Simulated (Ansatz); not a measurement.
# YSiF3: the cost of one run

Program: Ansatz 0.2.0. Level of theory: DFT PBE, scalar-relativistic, plane waves, PAW. These are calculated values, not measurements.

### 1 The starting structure

The structure is trigonal, space group R-3c (No. 167). Conventional cell: a = 5.548 Å, b = 5.548 Å, c = 13.589 Å, α = 90.00°, β = 90.00°, γ = 120.00°. Around Y (site symmetry 32) lie 3 F at 2.37 Å. Around Si (site symmetry -3) lie 6 F at 2.00 Å. F (site symmetry 2) has 2 Si at 2.00 Å and 1 Y at 2.37 Å in its first shell of neighbours.

Structure file:

```
CELL_PARAMETERS angstrom
2.77375 1.60143 4.52952
-2.77375 1.60143 4.52952
0.00000 -3.20286 4.52952
ATOMIC_POSITIONS crystal
Y 0.75000 0.75000 0.75000
Y 0.25000 0.25000 0.25000
Si 0.50000 0.50000 0.50000
Si 0.00000 0.00000 0.00000
F 0.82305 0.25000 0.67695
F 0.67695 0.82305 0.25000
F 0.25000 0.67695 0.82305
F 0.17695 0.75000 0.32305
F 0.32305 0.17695 0.75000
F 0.75000 0.32305 0.17695
```

The cell is invented: perovskite family, tilts a-a-a- (R-3c, No. 167). Lengths come from tabulated atomic sizes and are only a guess.

### 2 A first look at the guess

input.yaml reads:

```yaml
crystal:
  lattice:
    - [2.7737547, 1.60142803, 4.52952247]
    - [-2.7737547, 1.60142803, 4.52952247]
    - [0.0, -3.20285605, 4.52952247]
  atoms:
    - { symbol: "Y", position: [0.75, 0.75, 0.75] }
    - { symbol: "Y", position: [0.25, 0.25, 0.25] }
    - { symbol: Si, position: [0.5, 0.5, 0.5] }
    - { symbol: Si, position: [0.0, 0.0, 0.0] }
    - { symbol: F, position: [0.82305383, 0.25, 0.67694617] }
    - { symbol: F, position: [0.67694617, 0.82305383, 0.25] }
    - { symbol: F, position: [0.25, 0.67694617, 0.82305383] }
    - { symbol: F, position: [0.17694617, 0.75, 0.32305383] }
    - { symbol: F, position: [0.32305383, 0.17694617, 0.75] }
    - { symbol: F, position: [0.75, 0.32305383, 0.17694617] }
basis:
  ecutwfc: 420
kpoints:
  mp_grid: { grid: [4, 4, 4] }
hamiltonian:
  xc: pbe
scf:
  occupations: { method: gaussian, width: 0.1 }
  lower_state_search: "off"
output:
  forces: true
  stress: true
  eigenvalues: true
```

The run is started by

```console
$ ansatz run input.yaml --threads 1 --pin off --max-ram 2560MiB --backend cpu --events-out ev --progress --plain --runs-dir out
```

Q: Estimate wall time and peak memory on 1 thread of AMD EPYC (Zen 3), shared host.

About 8.8 s, with a peak of 0.42 GiB.
